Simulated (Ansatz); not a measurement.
**VCrC2: relaxation of cell and atoms with PBEsol**

VCrC2:

```
Cr V C
1.0
     1.46063    0.84330    4.73939
    -1.46063    0.84330    4.73939
     0.00000   -1.68659    4.73939
Cr V C
1 1 2
Direct
  0.50000 0.50000 0.50000
  0.00000 0.00000 0.00000
  0.24876 0.24876 0.24876
  0.75124 0.75124 0.75124
```

The cell comes from a database or a generator and needn't be the stable form of this composition.

```yaml
Program: Ansatz 0.2.0
Task: relaxation of cell and atoms
Functional: PBEsol
Potentials_or_basis: all-electron LAPW, scalar-relativistic
Basis_error_allowed: 0.002 eV/atom
k_mesh: 11 × 11 × 11
Occupations: fermi-dirac, width 0.05 eV
Spin: collinear spin, ferromagnetic start
Starting_moments: "[3.0, 2.0, 0.0, 0.0] μB"
```

- Relaxed volume: 8.44 Å³/atom
- Relaxed cell: a = 4.967 Å, b = 4.967 Å, c = 4.967 Å, α = 33.77°, β = 33.77°, γ = 33.77°
- Space group after relaxing (to 0.05 Å): R-3m (No. 166)
- Energy gained by relaxing: 12.2 meV/atom
- Ionic steps: 5
- Pressure after relaxing: 0.0 GPa
- Net moment: 0.00 μB per cell
- Absolute moment: 0.00 μB per cell

Step by step:
```csv
step,energy change (eV),largest force (eV/Å),volume (Å³)
1,0.0000,0.0048,35.03
2,-0.0438,0.0203,34.15
3,-0.0489,0.0069,33.71
4,-0.0489,0.0015,33.74
5,-0.0489,0.0015,33.74
```

Final structure:
```
Cr V C
1.0
     1.44270    0.83294    4.67956
    -1.44270    0.83294    4.67956
     0.00000   -1.66588    4.67956
Cr V C
1 1 2
Direct
  0.50000 0.50000 0.50000
  0.00000 0.00000 0.00000
  0.24875 0.24875 0.24875
  0.75125 0.75125 0.75125
```

Wall time 2.4 min on 4 threads of Arm Neoverse V2 (shared host), peak memory 1.2 GiB.

Caveat: the starting moments collapsed, and a magnetic state may lie lower; the starting moments weren't kept.
